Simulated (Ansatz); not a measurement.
# Si2P3: the cost of one run

Method: DFT PBE, scalar-relativistic, plane waves, PAW, in Ansatz 0.2.0.

## (1) The system as given

It takes space group C2/m (No. 12, monoclinic). Conventional cell: a = 5.319 Å, b = 5.175 Å, c = 5.491 Å, α = 90.00°, β = 104.25°, γ = 90.00°. Si (site symmetry m) has 6 P at 2.46 to 2.81 Å as nearest neighbours. Around P (site symmetry m) lie 1 P at 1.47 Å. P (site symmetry 2/m) has 2 P at 1.47 Å as nearest neighbours.

Coordinates:

```
Si P
1.0
     2.65971   -2.58759    0.00000
     2.65971    2.58759    0.00000
    -1.35113    0.00000    5.32193
Si P
2 3
Direct
  0.19130 0.19130 0.79890
  0.80870 0.80870 0.20110
  0.70110 0.70110 0.73850
  0.29890 0.29890 0.26150
  0.50000 0.50000 0.50000
```

A structure generator made this guess: species swapped into a database cell of Mg2C3 (C2/m, No. 12), with Si on the Mg sites and P on the C sites. Its size is a rough estimate.

## (2) The guess as it stands, on a coarse mesh

File input.yaml:

```yaml
crystal:
  lattice:
    - [2.6597103, -2.58758814, 0.0]
    - [2.6597103, 2.58758814, 0.0]
    - [-1.3511333, 0.0, 5.32192717]
  atoms:
    - { symbol: Si, position: [0.19129999, 0.19129999, 0.7989] }
    - { symbol: Si, position: [0.80870001, 0.80870001, 0.2011] }
    - { symbol: P, position: [0.70109998, 0.70109998, 0.73849999] }
    - { symbol: P, position: [0.29890002, 0.29890002, 0.26150001] }
    - { symbol: P, position: [0.5, 0.5, 0.5] }
basis:
  ecutwfc: 420
kpoints:
  mp_grid: { grid: [6, 6, 4] }
hamiltonian:
  xc: pbe
scf:
  occupations: { method: gaussian, width: 0.1 }
  lower_state_search: "off"
output:
  forces: true
  stress: true
  eigenvalues: true
```

Started as:

```bash
$ ansatz run input.yaml --threads 1 --pin off --max-ram 2560MiB --backend cpu --events-out ev --progress --plain --runs-dir out
```

Q: Estimate wall time and peak memory on 1 thread of Arm Neoverse V2, shared host.

About 4.3 s, with a peak of 0.33 GiB.
